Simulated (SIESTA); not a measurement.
GeCN2:

```
CELL_PARAMETERS angstrom
1.79379 1.03565 4.92196
-1.79379 1.03565 4.92196
0.00000 -2.07129 4.92196
ATOMIC_POSITIONS crystal
Ge 0.00000 0.00000 0.00000
N 0.58390 0.58390 0.58390
N 0.41610 0.41610 0.41610
C 0.50000 0.50000 0.50000
```

The cell comes from a database or a generator and needn't be the stable form of this composition.

Base run:

| Property | Result |
| --- | --- |
| Program | SIESTA 5.4.2 |
| Functional | PBEsol |
| Potentials or basis | PseudoDojo 0.4 standard (PBEsol files) |
| Basis | SZP (energy shift 0.003 Ry) |
| Grid cutoff | 800 Ry |
| Energy shift | 0.003 Ry |
| k mesh | 9 × 9 × 9 |
| Occupations | fermi-dirac, width 0.05 eV |
| Spin | no spin polarisation |

Its results: band gap on the k mesh 1.29 eV, indirect (least direct gap 1.99 eV); pressure 3.5 GPa; largest force 3.745 eV/Å.

Task: The run is repeated on the same cell with these changes: basis from SZP (energy shift 0.003 Ry) to TZP (energy shift 0.003 Ry; two zetas on semicore shells). What comes out?

Result: Band gap on the k mesh 1.06 eV, indirect (least direct gap 1.88 eV); pressure 0.4 GPa; largest force 1.804 eV/Å.

Caveats: the basis of atomic orbitals isn't converged, which shifts pressures, moduli and gaps; forces of over 1 eV/Å show positions far from the minimum, so gaps and moduli don't describe the material at rest; the mesh misses the band edges, which the band path finds closer together (some runs).
